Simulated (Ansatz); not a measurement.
**Te2Mo: further runs on the relaxed cell**

The task here is to estimate one member of a computed series from the others.

Computed with Ansatz 0.2.0 (DFT PBE+D3(BJ), scalar-relativistic, plane waves, PAW, unless a step's input says otherwise).

1 further run of the same task is left out (set aside as unsound or not needed).

**Starting point**

It takes space group P6_3/mmc (No. 194, hexagonal). Conventional cell: a = 3.496 Å, b = 3.496 Å, c = 13.702 Å, α = 90.00°, β = 90.00°, γ = 120.00°. Te (site symmetry 3m) is surrounded by 3 Mo at 2.72 Å. Around Mo (site symmetry -6m2) lie 6 Te at 2.72 Å.

Structure file:

```cif
data_structure
_symmetry_space_group_name_H-M 'P6_3/mmc'
_symmetry_Int_Tables_number 194
_cell_length_a 3.4964
_cell_length_b 3.4964
_cell_length_c 13.7017
_cell_angle_alpha 90.000
_cell_angle_beta 90.000
_cell_angle_gamma 120.000
_cell_volume 145.06
loop_
_atom_site_label
_atom_site_type_symbol
_atom_site_symmetry_multiplicity
_atom_site_Wyckoff_symbol
_atom_site_fract_x
_atom_site_fract_y
_atom_site_fract_z
_atom_site_occupancy
Te1 Te 4 f 0.33333 0.66667 0.61735 1
Mo1 Mo 2 c 0.33333 0.66667 0.25000 1
```

It is the result of an earlier relaxation at this level (volume 24.18 Å³/atom; gap on the mesh: 0.67 eV).

Set-up of the first run:

The input, input.yaml:

```yaml
crystal:
  lattice:
    - [3.4610553541, 0.0, 0.0]
    - [-1.730527677, 2.9973618605, 0.0]
    - [0.0, 0.0, 13.563327258]
  atoms:
    - { symbol: Te, position: [0.3333333333, 0.6666666667, 0.6173473944] }
    - { symbol: Te, position: [0.6666666667, 0.3333333333, 0.1173473944] }
    - { symbol: Te, position: [0.3333333333, 0.6666666667, 0.8826526056] }
    - { symbol: Te, position: [0.6666666667, 0.3333333333, 0.3826526056] }
    - { symbol: Mo, position: [0.3333333333, 0.6666666667, 0.25] }
    - { symbol: Mo, position: [0.6666666667, 0.3333333333, 0.75] }
basis:
  ecutwfc: 420
kpoints:
  mp_grid: { grid: [9, 9, 2] }
hamiltonian:
  xc: pbe
  dispersion: d3bj
scf:
  occupations: { method: gaussian, width: 0.02 }
output:
  forces: true
  stress: true
  eigenvalues: true
relax:
  adjacent_minimum: "off"
  f_tol: 0.01
  max_steps: 30
  cell: { stress_tol: 0.1, fix: [volume] }
```

Run with:

```sh
$ ansatz run input.yaml --threads 2 --pin off --max-ram 5120MiB --backend cpu --events-out ev --progress --plain --runs-dir out
```

Among the steps run: Point at V/V0 = 0.97; Volume × 1.03; Point at V/V0 = 0.94; Point at V/V0 = 1.06; Point at V/V0 = 0.91; Point at V/V0 = 1.10; Volume × 0.88.

One of the session's tables, all rows but one given; the rest of the session is left out.

It belongs to the step «Energy against volume». 

| volume (Å³/atom) | energy above the lowest point (meV/atom) | pressure (GPa) | gap on the mesh (eV) |
| --- | --- | --- | --- |
| 21.275 | 72.2 | 9.44 | 0.04 |
| 22.000 | 37.0 | 6.23 | 0.30 |
| 22.726 | 14.9 | 3.64 | 0.43 |
| 23.451 | ? | ? | ? |
| 24.176 | 0.0 | -0.01 | 0.67 |
| 24.902 | 2.7 | -1.14 | 0.77 |
| 25.627 | 9.7 | -1.90 | 0.86 |
| 26.594 | 23.0 | -2.43 | 0.95 |

**Question.** Estimate the row for volume (Å³/atom) = 23.451.

Worked estimate for «energy above the lowest point (meV/atom)». A straight line through the neighbours (22.726, 14.9) and (24.176, 0.0) gives 14.9 + (0.0 − 14.9) × (23.451 − 22.726) / (24.176 − 22.726) = 7.4; a parabola fitted to 4 rows on both sides gives 3.3.

**Answer.** energy above the lowest point (meV/atom): 3.4; pressure (GPa): 1.58; gap on the mesh (eV): 0.56. In «energy above the lowest point (meV/atom)» the line misses by +4.0 and the parabola by -0.1.

To keep in mind: Warnings in the runs' records: relaxed geometry near dispersion switch.
